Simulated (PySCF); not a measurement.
# C₃H₈S₂Si: geometry, electronic excitations

Aim: predict the electronic excitations of C₃H₈S₂Si (`CS/C=C\S[SiH3]`).

The runs use PySCF 2.14.0, with density-fitted response routines of our own; the level of theory stands in each step. All values are computed, except where a source is named. Atoms count from 0, in the outputs and in this text.

## (1) The molecule as given

14 atoms, charge 0, multiplicity 1; geometry from: GFN2-xTB.

Bonds of the start (Å): C0–S1 1.82, S1–C2 1.76, C2–C3 1.33, C3–S4 1.75, S4–Si5 2.16, C0–H6 1.09, C0–H7 1.08, C0–H8 1.09, C2–H9 1.08, C3–H10 1.08, Si5–H11 1.46, Si5–H12 1.45, Si5–H13 1.46.

## (2) Optimising the geometry at PBE0-D3(BJ)/def2-SVP

Job settings and geometry (Å):

```
{"job": {"xc": "PBE0", "basis": "def2-SVP", "d3": "d3bj", "grid": 1, "kind": "geom"}, "charge": 0, "multiplicity": 1}
C     -2.336683    -0.005077    -0.778763
S     -0.794274     0.950426    -0.639866
C     -0.517574     0.784116     1.085543
C      0.653170     0.871172     1.708333
S      2.251308     1.119477     1.038922
Si     2.291707     0.073644    -0.851828
H     -2.155493    -1.036953    -0.491774
H     -2.638641     0.044758    -1.819616
H     -3.100348     0.442763    -0.148969
H     -1.422869     0.633629     1.654111
H      0.683480     0.830208     2.786607
H      1.522008    -1.152206    -0.692738
H      1.846452     0.936035    -1.933134
H      3.717077    -0.212441    -0.938994
```

**Question.** After this job, these run on its result: TDDFT PBE0/aug-cc-pVDZ, vertical, gas phase, core orbitals frozen in the response; TDDFT PBE0/6-31+G*, vertical, gas phase, core orbitals frozen in the response. What will the session give for the following? point group; rotational constants (main isotopes); lowest singlet (PBE0/aug-cc-pVDZ); lowest triplet; range of the lowest singlet.

The runs gave:

| quantity | value |
| --- | --- |
| point group | C1 |
| rotational constants (main isotopes) | 2.79, 1.31, 0.98 GHz |
| lowest singlet (PBE0/aug-cc-pVDZ) | 4.53 eV (274 nm), f = 0.083 |
| lowest triplet | 3.40 eV |
| range of the lowest singlet | 4.53 to 4.59 eV |

In words: The optimisation took 11 steps and gained 0.140 eV; among the bonded pairs, Si5–H13 changed most, from 1.456 to 1.497 Å. The first singlet state (HOMO→LUMO 0.90) lies at 4.53 eV and is bright. The lowest triplet lies 1.13 eV below the lowest singlet (triplets in Tamm-Dancoff, singlets in full TDDFT). The lowest singlet runs from 4.53 eV (PBE0/aug-cc-pVDZ) to 4.59 eV (PBE0/6-31+G*), while the orbital gap spans 5.54 to 5.60 eV. The lowest state need not be the same one in every run.
